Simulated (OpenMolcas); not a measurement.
# MP2/ANO-RCC-VDZP (DKH2) run of SnS (SMILES [S][Sn])

What is the energy change on altering one bond length of SnS at MP2/ANO-RCC-VDZP (DKH2)? 

Program for the calculation: OpenMolcas 26.06.

## Step 1: The system as given

SnS: 2 atoms, total charge 0, spin state singlet. SMILES: `[S][Sn]`. The bond length is the measured one.

Bond lengths: S1–Sn2 2.209 Å.

## Step 2: The energy at MP2/ANO-RCC-VDZP (DKH2)

File job.input:

```
* SSn MP2
>>> EXPORT MOLCAS_PRINT=2

&GATEWAY
 Coord
 2
 angstrom
 S        0.000000       0.000000       0.000000
 Sn       0.000000       0.000000       2.209026
 Basis=ANO-RCC-VDZP
 Group=NoSym

&SEWARD

&SCF
 PrOrbitals=1 1

&MBPT2
 Frozen=23
```

Started as:

```
$ export MOLCAS_MEM=1860
$ pymolcas job.input > job.log
```

Standard output:

```text
--- Start Module: gateway ---
[...]
--- Stop Module: gateway /rc=_RC_ALL_IS_WELL_ ---
[...]
      Basis functions           61
[...]
--- Start Module: scf ---
[...]
       Convergence after  11 Iterations
[...]
::    Total SCF energy                              -6571.1254347593
[...]
      Total spin, S                                     0.0000000000
[...]
      Total electronic charge=   66.000000
      Total            charge=   -0.000000
[...]
      Dipole Moment (debye):
      Origin of the operator (angstrom)=    0.0000    0.0000    1.7440
                   X= -1.0120E-10               Y=  1.8482E-12               Z=  4.2445E+00           Total=  4.2445E+00
      Quadrupole Moment (debye*angstrom):
[...]
--- Stop Module: scf /rc=_RC_ALL_IS_WELL_ ---
--- Start Module: mbpt2 ---
[...]
WARNING!
Default frozen orbitals as non valence orbitals is overwritten by user input.
Default values:  23
[...]
       Reference weight ( Cref**2 )         =        0.84276
::    Total MBPT2 energy                            -6571.6557295365
[...]
      Total MBPT2 calculations                           0.06      0.06
--- Stop Module: mbpt2 /rc=_RC_ALL_IS_WELL_ ---
[...]
```

Run time: 6 s. Hardware: 1 thread of Arm Neoverse V1, shared host; peak memory 0.41 GiB.

## Step 3: The distorted shape at the same level

File job.input:

```
* SSn MP2
>>> EXPORT MOLCAS_PRINT=2
&GATEWAY
Coord
2
angstrom
S        0.000000       0.000000      -0.220874
Sn       0.000000       0.000000       2.209026
Basis=ANO-RCC-VDZP
Group=NoSym
&SEWARD
&SCF
PrOrbitals=1 1
&MBPT2
Frozen=23
```

Started as:

```
$ export MOLCAS_MEM=1860
$ pymolcas job.input > job.log
```

Standard output:

```text
--- Start Module: gateway ---
[...]
--- Stop Module: gateway /rc=_RC_ALL_IS_WELL_ ---
[...]
      Basis functions           61
[...]
--- Start Module: scf ---
[...]
       Convergence after  12 Iterations
[...]
::    Total SCF energy                              -6571.1063120145
[...]
      Total spin, S                                     0.0000000000
[...]
      Total electronic charge=   66.000000
      Total            charge=   -0.000000
[...]
      Dipole Moment (debye):
      Origin of the operator (angstrom)=    0.0000    0.0000    1.6975
                   X= -1.2441E-10               Y= -5.5541E-12               Z=  5.6253E+00           Total=  5.6253E+00
      Quadrupole Moment (debye*angstrom):
[...]
--- Stop Module: scf /rc=_RC_ALL_IS_WELL_ ---
--- Start Module: mbpt2 ---
[...]
WARNING!
Default frozen orbitals as non valence orbitals is overwritten by user input.
Default values:  23
[...]
       Reference weight ( Cref**2 )         =        0.82965
::    Total MBPT2 energy                            -6571.6442144793
[...]
      Total MBPT2 calculations                           0.05      0.06
--- Stop Module: mbpt2 /rc=_RC_ALL_IS_WELL_ ---
[...]
```

It took 5.7 s on 1 thread of Arm Neoverse V1, shared host; peak memory 0.41 GiB.

## Step 4: Outcome

At MP2/ANO-RCC-VDZP (DKH2), 23 core orbitals frozen:

| quantity | value |
| --- | --- |
| first shape: total energy | -6571.65573 Eh |
| first shape: dipole moment (mean-field density) | 4.24 D |
| first shape: HOMO energy (Hartree–Fock orbitals) | -9.57 eV |
| first shape: LUMO energy (Hartree–Fock orbitals) | 0.06 eV |
| first shape: HOMO–LUMO gap (Hartree–Fock orbitals) | 9.62 eV |
| first shape: correlation energy (23 core orbitals frozen) | -530.3 mEh |
| distorted shape: total energy | -6571.64421 Eh |
| distorted shape: dipole moment (mean-field density) | 5.63 D |
| distorted shape: HOMO energy (Hartree–Fock orbitals) | -8.94 eV |
| distorted shape: LUMO energy (Hartree–Fock orbitals) | -0.48 eV |
| distorted shape: HOMO–LUMO gap (Hartree–Fock orbitals) | 8.46 eV |
| distorted shape: correlation energy (23 core orbitals frozen) | -537.9 mEh |
| energy change with the S1–Sn2 bond stretched from 2.209 to 2.430 Å | 0.313 eV |

**Reading.** With the S1–Sn2 bond stretched from 2.209 to 2.430 Å the energy rises by 0.31 eV (7.2 kcal/mol). The first shape isn't relaxed at this level, so the change isn't measured from a minimum.
